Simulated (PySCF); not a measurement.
# C₃H₁₂B₃P₂ radical: open-shell or spin-flip excitations

Aim: compute the open-shell or spin-flip excitations of C₃H₁₂B₃P₂ radical (`B[P]BPB(C)CC`).

Computed with PySCF 2.14.0 and routines of our own; the level stands in each step. Atoms count from 0.

## Step 1: The starting structure

20 atoms, charge 0, multiplicity 2; geometry from: GFN2-xTB.

## Step 2: Open-shell or spin-flip excitations: unrestricted TDA wB97X-D/def2-SVP

Job settings and geometry (Å):

```
{"job": {"kind": "uabs", "xc": "wB97X-D", "basis": "def2-SVP", "nstates": 10, "tda": true}, "charge": 0, "multiplicity": 2}
B      4.383393    -0.554912     1.119940
P      3.501909     0.946134     0.551589
B      2.238166     0.299819    -0.621139
P      1.055509    -1.032500    -0.122596
B     -0.679115    -0.414419    -0.397991
C     -1.104477     0.096803    -1.825990
C     -1.707973    -0.515842     0.804323
C     -3.106943     0.051844     0.559486
H      5.539415    -0.519982     1.295874
H      3.780225    -1.533095     1.354339
H      2.097968     0.771390    -1.685264
H      1.164496    -1.157420     1.254057
H     -0.309255     0.036454    -2.566642
H     -1.954179    -0.467545    -2.209360
H     -1.434449     1.134521    -1.784682
H     -1.805812    -1.570890     1.086208
H     -1.288192    -0.029235     1.692174
H     -3.587932    -0.457011    -0.271938
H     -3.734170    -0.069535     1.440627
H     -3.053731     1.112077     0.323950
```

Level: unrestricted TDA wB97X-D/def2-SVP, vertical, gas phase, core orbitals frozen in the response.

The run is started by

```
$ OMP_NUM_THREADS=1 python excited_run.py task.json out
```

One launch serves the whole session: the jobs run in the order shown.

Log:

```text
coarse grid: 17208 points
cycle   1  E = -878.1874238074  dE =  7.908e-01  |g| = 2.254e-01  |ddm| = 3.063e+00
cycle   2  E = -878.2179185573  dE = -3.049e-02  |g| = 1.418e-01  |ddm| = 4.321e-01
cycle   3  E = -878.2294048290  dE = -1.149e-02  |g| = 2.989e-02  |ddm| = 1.759e-01
cycle   4  E = -878.2307871464  dE = -1.382e-03  |g| = 1.021e-02  |ddm| = 8.205e-02
cycle   5  E = -878.2310142449  dE = -2.271e-04  |g| = 4.961e-03  |ddm| = 2.870e-02
cycle   6  E = -878.2311144733  dE = -1.002e-04  |g| = 2.203e-03  |ddm| = 2.273e-02
cycle   7  E = -878.2311361517  dE = -2.168e-05  |g| = 1.079e-03  |ddm| = 1.091e-02
cycle   8  E = -878.2311412795  dE = -5.128e-06  |g| = 4.929e-04  |ddm| = 5.504e-03
final grid: 155568 points
cycle   9  E = -878.3359699657  dE = -1.425e-04  |g| = 2.773e-03  |ddm| = 3.053e-02
cycle  10  E = -878.3359760526  dE = -6.087e-06  |g| = 1.221e-03  |ddm| = 6.790e-03
cycle  11  E = -878.3359771715  dE = -1.119e-06  |g| = 5.384e-04  |ddm| = 2.208e-03
cycle  12  E = -878.3359774771  dE = -3.056e-07  |g| = 1.348e-04  |ddm| = 1.182e-03
cycle  13  E = -878.3359775178  dE = -4.076e-08  |g| = 7.171e-05  |ddm| = 3.734e-04
cycle  14  E = -878.3359775339  dE = -1.604e-08  |g| = 2.805e-05  |ddm| = 2.616e-04
cycle  15  E = -878.3359775371  dE = -3.233e-09  |g| = 1.301e-05  |ddm| = 1.180e-04
cycle  16  E = -878.3359775378  dE = -7.190e-10  |g| = 6.743e-06  |ddm| = 5.896e-05
converged SCF energy = -878.3359775378

Static polarisability (au): isotropic 124.844, principal 89.086 108.210 177.235

<S^2> of the reference = 0.7558 (exact 0.7500)

Excitations
state   eV       nm        f      <S^2>   main configurations
  1   1.8408    673.5   0.00666   0.768   Hb->Lb 0.60, H-1b->Lb 0.34
  2   2.9845    415.4   0.02988   0.867   H-1b->Lb 0.52, Hb->Lb 0.24, H-4b->Lb 0.08
  3   3.5832    346.0   0.00080   1.095   Ha->La 0.33, H-4b->Lb 0.23, H-2b->Lb 0.19
  4   3.6552    339.2   0.04993   0.843   Ha->La 0.50, H-2b->Lb 0.12
  5   4.0027    309.8   0.01194   1.037   Ha->L+1a 0.72
  6   4.3333    286.1   0.00424   2.324   Hb->L+1b 0.43, H-1a->La 0.28
  7   4.4788    276.8   0.01932   1.966   H-1b->L+1b 0.22, Ha->L+2a 0.12, H-1a->L+1a 0.12, H-2a->La 0.10
  8   4.5707    271.3   0.00221   1.629   H-4b->Lb 0.20, H-2b->Lb 0.17, H-1a->La 0.14, H-1a->L+1a 0.09
  9   4.7392    261.6   0.00190   2.483   H-1a->L+1a 0.16, H-1b->L+1b 0.13, H-2a->L+1a 0.13, H-1b->L+2b 0.11
 10   4.8057    258.0   0.00616   2.184   Ha->L+2a 0.29, H-1b->L+1b 0.11, Hb->L+1b 0.10, Hb->L+3b 0.10
```

Run time: 86 s. Hardware: 1 thread of Arm Neoverse V2, shared host; peak memory 0.76 GiB.

In short:

```tsv
quantity	value
⟨S²⟩	0.756
```

Löwdin spin populations:

B0 0.10; P1 0.74; B2 0.01; P3 0.07; B4 0.02; C5 0.00; C6 0.00; C7 0.00; H8 0.01; H9 0.02; H10 0.01; H11 0.00; H12 0.00; H13 0.00; H14 0.00; H15 0.00; H16 0.00; H17 0.00; H18 0.00; H19 0.00

The fields below are evaluated on a grid from the run's orbitals.

ELF in a plane through or near 7 of the atoms.

Values, 10 rows by 14 columns:
```
0.00 0.00 0.00 0.00 0.00 0.00 0.00 0.00 0.00 0.00 0.00 0.00 0.00 0.00
0.00 0.00 0.00 0.00 0.00 0.01 0.00 0.01 0.00 0.00 0.00 0.00 0.00 0.00
0.00 0.00 0.00 0.00 0.03 1.00 0.19 0.52 0.38 0.07 0.00 0.00 0.00 0.00
0.00 0.00 0.00 0.25 0.27 0.99 0.43 0.23 0.97 0.21 0.00 0.00 0.00 0.00
0.00 0.00 0.10 0.51 0.81 0.56 0.52 0.36 0.43 0.01 0.08 0.00 0.00 0.00
0.00 0.48 1.00 0.24 0.60 0.35 0.59 0.36 0.65 0.49 0.66 0.01 0.00 0.00
0.00 0.20 0.99 0.15 0.27 0.08 0.59 0.36 0.74 0.61 0.92 0.02 0.00 0.00
0.00 0.00 0.04 0.04 0.03 0.01 0.08 0.53 0.60 0.31 0.99 0.03 0.00 0.00
0.00 0.00 0.00 0.00 0.00 0.00 0.00 0.00 0.01 0.00 0.06 0.00 0.00 0.00
0.00 0.00 0.00 0.00 0.00 0.00 0.00 0.00 0.00 0.00 0.00 0.00 0.00 0.00
```
The map spans 16.5 Å across and 10.1 Å up, centred on the molecule. Atoms in the plane (x, y in Å): B0 (-4.5, -0.6), B2 (-2.1, 1.0), C7 (3.0, -0.8), H8 (-5.7, -0.6), H10 (-1.8, 2.1), H16 (1.1, -1.7), H18 (3.5, -1.8).

On the surface of density 0.002 e/bohr³ the electrostatic potential runs, from the 1st to the 99th percentile, from -0.58 V near P1 to 0.89 V near B4.

The spin density lies nearest to P1 66 %; B0 9 %; P3 7 %.

## Step 3: Open-shell or spin-flip excitations: unrestricted TDA HSE06/def2-SVP

The job, as its differences from that of step 2:

```diff
@@ -1,2 +1,2 @@
-{"job": {"kind": "uabs", "xc": "wB97X-D", "basis": "def2-SVP", "nstates": 10, "tda": true}, "charge": 0, "multiplicity": 2}
+{"job": {"kind": "uabs", "xc": "HSE06", "basis": "def2-SVP", "nstates": 10, "tda": true, "scf": {"aux": "def2-universal-jkfit", "fallback": true}}, "charge": 0, "multiplicity": 2}
 B      4.383393    -0.554912     1.119940
```

Level: unrestricted TDA HSE06/def2-SVP, vertical, gas phase, core orbitals frozen in the response.

Log:

```text
final grid: 155568 points
cycle   1  E = -877.8713225190  dE =  4.667e-01  |g| = 3.237e-01  |ddm| = 3.151e+00
cycle   2  E = -877.8511320687  dE =  2.019e-02  |g| = 3.865e-01  |ddm| = 8.541e-01
cycle   3  E = -877.9385501811  dE = -8.742e-02  |g| = 3.301e-02  |ddm| = 4.653e-01
cycle   4  E = -877.9391909257  dE = -6.407e-04  |g| = 1.915e-02  |ddm| = 9.100e-02
cycle   5  E = -877.9394593062  dE = -2.684e-04  |g| = 6.357e-03  |ddm| = 3.618e-02
cycle   6  E = -877.9394931078  dE = -3.380e-05  |g| = 2.024e-03  |ddm| = 1.349e-02
cycle   7  E = -877.9394979483  dE = -4.841e-06  |g| = 1.030e-03  |ddm| = 6.567e-03
cycle   8  E = -877.9394990467  dE = -1.098e-06  |g| = 4.676e-04  |ddm| = 2.674e-03
cycle   9  E = -877.9394992693  dE = -2.227e-07  |g| = 1.762e-04  |ddm| = 1.059e-03
cycle  10  E = -877.9394993206  dE = -5.124e-08  |g| = 9.516e-05  |ddm| = 6.070e-04
cycle  11  E = -877.9394993304  dE = -9.823e-09  |g| = 4.028e-05  |ddm| = 3.289e-04
cycle  12  E = -877.9394993328  dE = -2.382e-09  |g| = 2.878e-05  |ddm| = 1.436e-04
cycle  13  E = -877.9394993336  dE = -8.420e-10  |g| = 6.447e-06  |ddm| = 7.972e-05
converged SCF energy = -877.9394993336

Static polarisability (au): isotropic 129.550, principal 90.445 109.703 188.503

<S^2> of the reference = 0.7562 (exact 0.7500)

Excitations
state   eV       nm        f      <S^2>   main configurations
  1   1.8782    660.1   0.01026   0.778   Hb->Lb 0.78, H-1b->Lb 0.20
  2   2.7227    455.4   0.03417   0.832   H-1b->Lb 0.72, Hb->Lb 0.17
  3   3.4227    362.2   0.02384   0.973   Ha->La 0.73, H-2b->Lb 0.10
  4   3.4464    359.7   0.00023   0.967   H-2b->Lb 0.45, H-4b->Lb 0.19, H-3b->Lb 0.14, Ha->La 0.10
  5   3.7521    330.4   0.00475   1.177   Ha->L+1a 0.75
  6   3.9837    311.2   0.00074   1.484   H-4b->Lb 0.33, Hb->L+1b 0.26, H-2b->Lb 0.13, H-3b->Lb 0.10
  7   4.0596    305.4   0.03237   1.714   H-1a->La 0.34, H-2b->Lb 0.15, Hb->L+1b 0.14, H-4b->Lb 0.10
  8   4.1795    296.6   0.01126   1.881   Ha->L+2a 0.26, H-1b->L+1b 0.15, H-3b->Lb 0.11, Hb->L+2b 0.10
  9   4.2168    294.0   0.00044   1.086   H-3b->Lb 0.54, H-4b->Lb 0.24
 10   4.3517    284.9   0.00219   2.028   Ha->L+2a 0.28, Hb->L+1b 0.14, Hb->L+3b 0.14, H-1a->L+1a 0.10
```

It took 88 s on 1 thread of Arm Neoverse V2, shared host; peak memory 0.83 GiB.

In short:

```tsv
quantity	value
⟨S²⟩	0.756
```

## Step 4: Results

```
                                                                                         quantity                        value
lowest and brightest state of nearly pure spin, of 10 (step 2, unrestricted TDA wB97X-D/def2-SVP)  1.84 eV; 3.66 eV, f = 0.050
                                                            surface potential, 1st and 99th percentile           -0.58 V and 0.89 V
  lowest and brightest state of nearly pure spin, of 10 (step 3, unrestricted TDA HSE06/def2-SVP)  1.88 eV; 2.72 eV, f = 0.034
```

What this shows: States whose ⟨S²⟩ lies well above the reference's are mixtures of spin states, an artefact of the unrestricted response, and are left out of the summary. The lowest state of nearly pure spin runs from 1.84 to 1.88 eV over the runs.
